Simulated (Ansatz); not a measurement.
# CH3Cl3O2W: the cost of one run

Program: Ansatz 0.2.0, Gaussian basis. Level of theory: PBE/def2-SVP with D4 dispersion. These are calculated values, not measurements.

## (1) The geometry

An earlier PBE0-D4 in a triple-zeta def2 set relaxation fixed the geometry. W takes the def2 core potential; no spin-orbit term is included.

SMILES `C[O][W](=[O])([Cl])([Cl])[Cl]`, 10 atoms, charge 0, spin multiplicity 1.

Atoms are counted from 1 here; the program's logs count them from 0.

Bond lengths: C1–O2 1.399 Å, C1–H8 1.090 Å, C1–H9 1.095 Å, C1–H10 1.095 Å, O2–W3 1.846 Å, W3–O4 1.675 Å, W3–Cl5 2.300 Å, W3–Cl6 2.307 Å, W3–Cl7 2.308 Å. Angles: O2–C1–H8 108.8°, O2–C1–H9 109.4°, O2–C1–H10 109.5°, H8–C1–H9 109.9°, H8–C1–H10 109.9°, H9–C1–H10 109.4°, C1–O2–W3 139.2°, O2–W3–O4 100.9°, O2–W3–Cl5 158.0°, O2–W3–Cl6 86.5°, O2–W3–Cl7 86.4°, O4–W3–Cl5 101.1°, O4–W3–Cl6 109.5°, O4–W3–Cl7 109.6°, Cl5–W3–Cl6 86.2°, Cl5–W3–Cl7 86.2°, Cl6–W3–Cl7 140.9°.

## (2) Dynamics

File in.yaml:

```yaml
crystal:
  periodic: [false, false, false]
  atoms:
    - {symbol: C, position_ang: [0.485728, -1.661766, 0.239377]}
    - {symbol: O, position_ang: [-0.320498, -0.671664, -0.332384]}
    - {symbol: W, position_ang: [-0.502478, 1.165339, -0.311682]}
    - {symbol: O, position_ang: [-1.789978, 1.368661, -1.363239]}
    - {symbol: Cl, position_ang: [-0.053177, 3.346082, 0.263631]}
    - {symbol: Cl, position_ang: [-1.295914, 0.920286, 1.841000]}
    - {symbol: Cl, position_ang: [1.478059, 1.229917, -1.494219]}
    - {symbol: H, position_ang: [0.155806, -2.635745, -0.122978]}
    - {symbol: H, position_ang: [1.529202, -1.491934, -0.046593]}
    - {symbol: H, position_ang: [0.396249, -1.620375, 1.330087]}
basis:
  gaussian: {orbitals: def2-SVP}
hamiltonian: {xc: {name: PBE}, dispersion: d4}
md: {timestep: 0.5 fs, n_steps: 50, ensemble: nvt_langevin, temperature: 700, initial_velocities: maxwell_boltzmann, friction: 0.01, seed: 30}
```

Launch:

```
$ ansatz run in.yaml --threads 2 --pin off --events-out ev --progress --plain --max-ram 32768MiB --backend cpu
```

**Question.** How long does this run take on 2 threads of AMD EPYC 7R13, shared host, and how much memory does it need?

About 3 min, with a peak of 0.26 GiB.
